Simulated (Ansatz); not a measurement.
# RPA@PBE/def2-SVP run of CH4GeO2 (SMILES O=C[O][GeH3])

Aim: the energy change on altering one bond length of CH4GeO2 at RPA@PBE/def2-SVP, from 2 runs. 

Program for the calculation: Ansatz 0.2.0.

53 further runs of the same task are left out: 53 set aside as unsound or not needed. Runs told in other sessions of the task aren't counted.

**1. Starting point**

CH4GeO2 has 8 atoms, charge 0, and is taken as a singlet. As SMILES, `O=C[O][GeH3]`. The coordinates come from a PBE0-D4/def2-TZVP relaxation. This is one conformer, not always the lowest.

Bond lengths: O1–C2 1.203 Å, C2–O3 1.318 Å, O3–Ge4 1.840 Å, C2–H5 1.101 Å, Ge4–H6 1.528 Å, Ge4–H7 1.528 Å, Ge4–H8 1.531 Å. Angles: O1–C2–O3 124.7°, C2–O3–Ge4 113.7°, O1–C2–H5 123.7°, O3–C2–H5 111.6°, O3–Ge4–H6 108.6°, O3–Ge4–H7 108.6°, O3–Ge4–H8 100.3°, H6–Ge4–H7 113.7°, H6–Ge4–H8 112.4°, H7–Ge4–H8 112.4°.

**2. A single-point energy at RPA@PBE/def2-SVP**

job.yaml reads:

```yaml
crystal:
  periodic: [false, false, false]
  atoms:
    - {symbol: O, position_ang: [1.249800, -0.737800, 1.111600]}
    - {symbol: C, position_ang: [1.395900, 0.277800, 0.484100]}
    - {symbol: O, position_ang: [0.493200, 0.797800, -0.322800]}
    - {symbol: Ge, position_ang: [-1.061900, -0.180000, -0.421000]}
    - {symbol: H, position_ang: [2.310300, 0.889700, 0.516800]}
    - {symbol: H, position_ang: [-1.700900, -0.218500, 0.966900]}
    - {symbol: H, position_ang: [-0.732900, -1.562300, -0.983900]}
    - {symbol: H, position_ang: [-1.861500, 0.676100, -1.407500]}
basis:
  gaussian:
    orbitals: def2-SVP
hamiltonian:
  xc: {name: PBE}
correlation:
  method: rpa
  frozen_orbitals: {C: 1, Ge: 9, H: 0, O: 1}
accuracy: high
```

On the command line:

```
$ ansatz run job.yaml --threads 1 --pin off --max-ram 2610MiB --events-out events.jsonl --progress --plain --runs-dir runs
```

The log of the run:

```text
Warning: RAYON_NUM_THREADS=1 ignored (pool sized by the plan → 1); use --threads N
Functional definition: PBE
  name "PBE"
  parameter kappa = 0.804
  parameter beta = 0.06672455060314922
  exchange = pbe_x(kappa = kappa, mu = beta*pi^2/3)
  correlation = pbe_c(beta = beta)
2075 factors; integrals over basis functions are off by at most 4.6e-9 eV
mean field evaluation 1: about -61684.0178 eV, gradient 5.7e1 eV
mean field evaluation 2: about -61684.0030 eV, gradient 5.7e1 eV
mean field evaluation 4: about -61688.4587 eV, gradient 2.4e1 eV
mean field evaluation 8: about -61689.5948 eV, gradient 1.8e-1 eV
mean field evaluation 16: about -61689.5929 eV, gradient 9.5e-6 eV
mean field -61689.59288129 eV, -2267.0507236795 hartree, gradient 2.9e-8 eV, S^2 0.000000; 1 other end points of the search recorded, 0 dependent functions left out
12 core orbitals not correlated: weight in the atoms' cores, before any rotation towards them, 1.000 or more for the frozen orbitals, at most 0.000 for the correlated occupied ones
reference -61629.49261495 eV, -2264.8420796289 hartree; 17, 17 occupied and 65, 65 virtual orbitals, 2075 factors
Total energy: -61659.72418647 eV, -2265.9530693906 hartree
```

Run time: 16 s. Hardware: 1 thread of Arm Neoverse V2, shared host; peak memory 0.35 GiB.

**3. The distorted shape**

in.yaml reads:

```yaml
basis:
  gaussian:
    orbitals: def2-SVP
crystal:
  periodic: [false, false, false]
  atoms:
    - {symbol: O, position_ang: [2.493920, 0.044465, 1.190163]}
    - {symbol: C, position_ang: [2.640020, 1.060065, 0.562663]}
    - {symbol: O, position_ang: [1.737320, 1.580065, -0.244237]}
    - {symbol: Ge, position_ang: [-1.061900, -0.180000, -0.421000]}
    - {symbol: H, position_ang: [3.554420, 1.671965, 0.595363]}
    - {symbol: H, position_ang: [-1.700900, -0.218500, 0.966900]}
    - {symbol: H, position_ang: [-0.732900, -1.562300, -0.983900]}
    - {symbol: H, position_ang: [-1.861500, 0.676100, -1.407500]}
hamiltonian:
  xc: pbe
correlation:
  method: rpa
  frozen_orbitals: {C: 1, Ge: 9, H: 0, O: 1}
accuracy: high
```

On the command line:

```
$ ansatz run in.yaml --threads 1 --pin off --max-ram 2610MiB --events-out events.jsonl --progress --plain --runs-dir runs
```

The log of the run, cut to the lines that bear on the results:

```text
Warning: RAYON_NUM_THREADS=1 ignored (pool sized by the plan → 1); use --threads N
Functional definition: PBE
  name "PBE"
[...]
1982 factors; integrals over basis functions are off by at most 2.4e-8 eV
[...]
mean field -61686.39692969 eV, -2266.9332746246 hartree, gradient 4.8e-8 eV, S^2 0.000000; 4 other end points of the search recorded, 0 dependent functions left out; unrestricted orbitals would lower it
[...]
unrestricted determinant -61627.92372886 eV, -2264.7844241284 hartree, S^2 0.9593
12 core orbitals not correlated: weight in the atoms' cores, before any rotation towards them, 1.000 or more for the frozen orbitals, at most 0.000 for the correlated occupied ones
reference -61624.21717550 eV, -2264.6482108049 hartree; 17, 17 occupied and 65, 65 virtual orbitals, 1982 factors
Total energy: -61656.28361497 eV, -2265.8266307199 hartree
```

It took 22 s on 1 thread of Arm Neoverse V2, shared host; peak memory 0.41 GiB.

**4. Results**

Level: RPA@PBE/def2-SVP, 12 core orbitals frozen.

| quantity | value |
| --- | --- |
| first shape: total energy | -2265.95307 Eh |
| first shape: RPA correlation energy (valence) | -1111.0 mEh |
| distorted shape: total energy | -2265.82663 Eh |
| distorted shape: RPA correlation energy (valence) | -1178.4 mEh |
| energy change with the O3–Ge4 bond stretched from 1.840 to 3.311 Å | 3.441 eV |

What this shows: One bond (distorted shape) is far stretched, which a spin-restricted single reference describes badly; a broken-symmetry solution may lie lower. With the O3–Ge4 bond stretched from 1.840 to 3.311 Å the energy rises by 3.44 eV (79 kcal/mol). The first shape isn't relaxed at this level, so the change isn't measured from a minimum. A restricted reference can't describe the breaking bond well at this length. The restricted solution (distorted shape) is unstable to spin breaking: an unrestricted one lies lower.
